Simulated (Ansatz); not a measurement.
# Hf3Ta2O: the cost of one run

Program: Ansatz 0.2.0. Level of theory: DFT PBE, scalar-relativistic, plane waves, PAW. These are calculated values, not measurements.

1 further run of the same task is left out (it didn't finish).

**1. Starting point**

Symmetry: Fmmm, No. 69, orthorhombic system. Conventional cell: a = 6.342 Å, b = 7.981 Å, c = 9.710 Å, α = 90.00°, β = 90.00°, γ = 90.00°. Hf (site symmetry 2/m) is surrounded by 4 Hf at 2.90 to 3.17 Å and 2 O at 2.90 Å and 4 Ta at 3.14 Å. Hf (site symmetry mmm) has 4 Ta at 2.55 Å and 4 Hf at 2.90 Å as nearest neighbours. Around Ta (site symmetry 2/m) lie 2 Hf at 2.55 Å and 2 O at 2.55 Å. Around O (site symmetry mmm) lie 4 Ta at 2.55 Å and 4 Hf at 2.90 Å.

Coordinates:

```
Hf Ta O
1.0
     0.00000    3.99068    4.85512
     3.17119    0.00000    4.85512
     3.17119    3.99068    0.00000
Hf Ta O
3 2 1
Direct
  0.50000 0.00000 0.50000
  0.00000 0.50000 0.00000
  0.50000 0.50000 0.50000
  0.50000 0.50000 0.00000
  0.00000 0.00000 0.50000
  0.00000 0.00000 0.00000
```

The cell is invented: random cell by space group and Wyckoff sites (Fmmm, No. 69). Its size is a rough estimate.

**2. Probe: one point on a coarse mesh**

input.yaml reads:

```yaml
crystal:
  lattice:
    - [0.0, 3.99067705, 4.85511998]
    - [3.17118741, 0.0, 4.85511998]
    - [3.17118741, 3.99067705, 0.0]
  atoms:
    - { symbol: Hf, position: [0.5, 0.0, 0.5] }
    - { symbol: Hf, position: [0.0, 0.5, 0.0] }
    - { symbol: Hf, position: [0.5, 0.5, 0.5] }
    - { symbol: Ta, position: [0.5, 0.5, 0.0] }
    - { symbol: Ta, position: [0.0, 0.0, 0.5] }
    - { symbol: O, position: [0.0, 0.0, 0.0] }
basis:
  ecutwfc: 420
kpoints:
  mp_grid: { grid: [4, 4, 4] }
hamiltonian:
  xc: pbe
scf:
  occupations: { method: gaussian, width: 0.1 }
  lower_state_search: "off"
output:
  forces: true
  stress: true
  eigenvalues: true
```

Run with:

```console
$ ansatz run input.yaml --threads 1 --pin off --max-ram 2560MiB --backend cpu --events-out ev --progress --plain --runs-dir out
```

Q: Estimate wall time and peak memory on 1 thread of Arm Neoverse V2, shared host.

About 9.8 s, with a peak of 0.46 GiB.
